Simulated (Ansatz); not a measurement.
# UMP2/def2-SVPD (core potential) run of InCl2O (SMILES [O][In]([Cl])[Cl])

Aim: the electronic atomisation energy of InCl2O at UMP2/def2-SVPD (core potential), from 4 runs. 

The results are computed with Ansatz 0.2.0.

34 further runs of the same task are left out: 1 that didn't finish, 33 set aside as unsound or not needed. Runs told in other sessions of the task aren't counted.

### 1 The structure to begin with

InCl2O: 4 atoms, total charge 0, spin state doublet. SMILES: `[O][In]([Cl])[Cl]`. The coordinates come from a PBE0-D4/def2-TZVP relaxation.

Bond lengths: O1–In2 1.989 Å, In2–Cl3 2.293 Å, In2–Cl4 2.293 Å. Angles: O1–In2–Cl3 119.2°, O1–In2–Cl4 119.2°, Cl3–In2–Cl4 121.6°.

### 2 A single-point energy at UMP2/def2-SVPD (core potential)

input.yaml

```yaml
crystal:
  periodic: [false, false, false]
  atoms:
    - {symbol: O, position_ang: [0.606300, 1.014000, 1.667600]}
    - {symbol: In, position_ang: [0.031700, 0.016000, 0.045400]}
    - {symbol: Cl, position_ang: [0.741600, -2.145000, -0.248200]}
    - {symbol: Cl, position_ang: [-1.324100, 1.054700, -1.485200]}
basis:
  gaussian: {orbitals: def2-SVPD}
magnetization: {spin_polarized: true, initial_magnetization: 1}
correlation: {method: mp2, frozen_orbitals: {Cl: 5, In: 4, O: 1}}
accuracy: high
```

Started as:

```bash
$ ansatz run input.yaml --threads 1 --pin off --max-ram 3480MiB --events-out events.jsonl --progress --plain --runs-dir runs
```

Log:

```text
Warning: RAYON_NUM_THREADS=1 ignored (pool sized by the plan → 1); use --threads N
Functional definition: HF
  name "HF"
  exchange = exact_x
  correlation = 0
2170 factors; integrals over basis functions are off by at most 3.0e-9 eV
mean field evaluation 1: about -32171.9350 eV, gradient 4.0e1 eV
mean field evaluation 2: about -32171.9507 eV, gradient 4.0e1 eV
mean field evaluation 4: about -32182.7088 eV, gradient 1.4e1 eV
mean field evaluation 8: about -32185.5816 eV, gradient 1.1e0 eV
mean field evaluation 16: about -32185.7318 eV, gradient 1.9e-4 eV
mean field evaluation 32: about -32185.5567 eV, gradient 5.0e0 eV
mean field evaluation 64: about -32178.2129 eV, gradient 7.2e0 eV
mean field evaluation 96: about -32185.7088 eV, gradient 4.3e-1 eV
mean field -32185.73183524 eV, -1182.8038286724 hartree, gradient 1.8e-8 eV, S^2 0.763886; 6 other end points of the search recorded, 0 dependent functions left out
15 core orbitals not correlated: weight in the atoms' cores, before any rotation towards them, 1.000 or more for the frozen orbitals, at most 0.000 for the correlated occupied ones
reference -32185.73183524 eV, -1182.8038286724 hartree; 17, 16 occupied and 77, 78 virtual orbitals, 2170 factors
second order -14.09595689 eV of doubles, -0.00000000 eV of singles
Total energy: -32199.82779213 eV, -1183.3218455335 hartree
```

Run time: 19 s. Hardware: 1 thread of Arm Neoverse V2, shared host; peak memory 0.5 GiB.

### 3 The Cl atom

input.yaml

```yaml
crystal:
  periodic: [false, false, false]
  atoms:
    - symbol: Cl
      position_ang: [0.000000, 0.000000, 0.000000]
basis:
  gaussian: {orbitals: def2-SVPD}
magnetization: {spin_polarized: true, initial_magnetization: 1}
correlation: {method: mp2, frozen_orbitals: {Cl: 5}}
accuracy: high
```

Run the same way, it converges to -459.44557 Eh (log not shown).

### 4 The In atom at the same level

molecule.yaml

```yaml
crystal:
  periodic: [false, false, false]
  atoms:
    - {symbol: In, position_ang: [0.000000, 0.000000, 0.000000]}
basis:
  gaussian: {orbitals: def2-SVPD}
magnetization: {spin_polarized: true, initial_magnetization: 1}
correlation: {method: mp2, frozen_orbitals: {In: 4}}
accuracy: high
```

Run the same way, it converges to -189.25833 Eh (log not shown).

### 5 The O atom at the same level

job.yaml

```yaml
crystal:
  periodic: [false, false, false]
  atoms:
    - symbol: O
      position_ang: [0.000000, 0.000000, 0.000000]
basis:
  gaussian:
    orbitals: def2-SVPD
magnetization:
  spin_polarized: true
  initial_magnetization: 2
correlation:
  method: mp2
  frozen_orbitals: {O: 1}
accuracy: high
```

Started as:

```bash
$ ansatz run job.yaml --threads 1 --pin off --max-ram 3480MiB --events-out events.jsonl --progress --plain --runs-dir runs
```

Log:

```text
Warning: RAYON_NUM_THREADS=1 ignored (pool sized by the plan → 1); use --threads N
Functional definition: HF
  name "HF"
  exchange = exact_x
  correlation = 0
191 factors; integrals over basis functions are off by at most 1.9e-9 eV
mean field evaluation 1: about -2033.0336 eV, gradient 7.2e0 eV
mean field evaluation 2: about -2033.0354 eV, gradient 7.2e0 eV
mean field evaluation 4: about -2033.3424 eV, gradient 7.9e-1 eV
mean field evaluation 8: about -2033.3500 eV, gradient 2.3e-3 eV
mean field evaluation 16: about -2033.3499 eV, gradient 6.2e-2 eV
mean field evaluation 32: about -2033.3500 eV, gradient 1.9e-2 eV
mean field -2033.34996504 eV, -74.7242329610 hartree, gradient 6.8e-8 eV, S^2 2.008712; 3 other end points of the search recorded, 0 dependent functions left out
1 core orbitals not correlated: weight in the atoms' cores, before any rotation towards them, 1.000 or more for the frozen orbitals, at most 0.000 for the correlated occupied ones
reference -2033.34996504 eV, -74.7242329610 hartree; 4, 2 occupied and 18, 20 virtual orbitals, 191 factors
second order -2.92033029 eV of doubles, -0.00000000 eV of singles
Total energy: -2036.27029533 eV, -74.8315531197 hartree
```

Run time: 0.08 s. Hardware: 1 thread of Arm Neoverse V2, shared host.

### 6 Results

Level: UMP2/def2-SVPD (core potential), 15 core orbitals frozen.

```
                                              quantity           value
                                molecule: total energy  -1183.32185 Eh
molecule: correlation energy (15 core orbitals frozen)      -518.0 mEh
           molecule: ⟨S²⟩ of the reference determinant           0.764
                                 Cl atom: total energy   -459.44557 Eh
  Cl atom: correlation energy (5 core orbitals frozen)      -119.4 mEh
            Cl atom: ⟨S²⟩ of the reference determinant           0.757
                                 In atom: total energy   -189.25833 Eh
  In atom: correlation energy (4 core orbitals frozen)       -51.5 mEh
            In atom: ⟨S²⟩ of the reference determinant           0.762
                                  O atom: total energy    -74.83155 Eh
    O atom: correlation energy (1 core orbital frozen)      -107.3 mEh
             O atom: ⟨S²⟩ of the reference determinant           2.009
                         electronic atomisation energy        9.274 eV
```

**Reading.** Taking the molecule apart into free atoms costs 9.27 eV (214 kcal/mol), before zero-point energy and without spin-orbit coupling.
